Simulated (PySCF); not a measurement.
**RuI: from the state search to spectroscopic constants**

One table from this session's results is given with a row withheld; the runs are named, their logs left out.

The runs use PySCF 2.14.0; Ru def2-TZVPP with ECP28, I def2-TZVPP with ECP28, scalar-relativistic core potentials.

1 further run of the same task is left out (it didn't finish).

The first run:

The job is set up so:

```yaml
atoms: Ru, I
charge: 0
basis: Ru def2-TZVPP with ECP28, I def2-TZVPP with ECP28
Hamiltonian: scalar-relativistic core potentials
basis_functions: 106
electrons_treated: 41
masses_in_u: 101.9043, 126.9045
levels: PBE0, PBE, r²SCAN, BLYP, r²SCANh, B2PLYP, r²SCAN0, ωB97X, HF, MP2, SCS-MP2
grid: 80 radial by 434 angular points
occupations: held fixed by the projection of orbital angular momentum
dissociation_limit: Ru + I, each in its ground configuration
starting_distance_in_angstrom: 2.505
values_of_2S_to_try: 1, 3, 5, 7
```

Command:

```sh
$ OMP_NUM_THREADS=2 python dia.py task.json out
```

Among the steps run: The job; First curve: PBE0; Excited determinants; PBE (GGA); r²SCAN; BLYP; r²SCANh (hybrid meta-GGA); B2PLYP (double hybrid); r²SCAN0 (hybrid meta-GGA); ωB97X; UHF (mean field).

One of the session's tables, all rows but one given; the rest of the session is left out.

It belongs to the step «The curves together». Energy (eV) from each level's lowest point:

```
R (Å)    PBE   BLYP  r²SCAN  r²SCANh   PBE0
2.203  0.888  1.059   0.918    0.951  0.987
2.305  0.351  0.464   0.370    0.393  0.419
2.407      ?      ?       ?        ?      ?
2.484  0.006  0.036   0.010    0.017  0.024
2.561  0.000  0.000   0.000    0.000  0.000
2.638  0.046  0.019   0.043    0.037  0.030
2.740  0.163  0.105   0.158    0.145  0.130
2.868  0.363  0.271   0.357    0.339  0.316
3.022  0.641  0.515   0.638    0.616  0.584
3.227  1.022  0.860   1.026    1.001  0.963
```

Q: Estimate the row for R (Å) = 2.407 from the others.

Worked estimate for «PBE». A straight line through the neighbours (2.305, 0.351) and (2.484, 0.006) gives 0.351 + (0.006 − 0.351) × (2.407 − 2.305) / (2.484 − 2.305) = 0.154; a parabola fitted to 4 rows on both sides gives 0.071.

**Answer.** PBE: 0.085; BLYP: 0.148; r²SCAN: 0.095; r²SCANh: 0.108; PBE0: 0.123. In «PBE» the line misses by +0.069 and the parabola by -0.014.

Limits of these values: The state is the lowest single determinant that the PBE0 search found; with open d or f shells the true ground state can be another one.
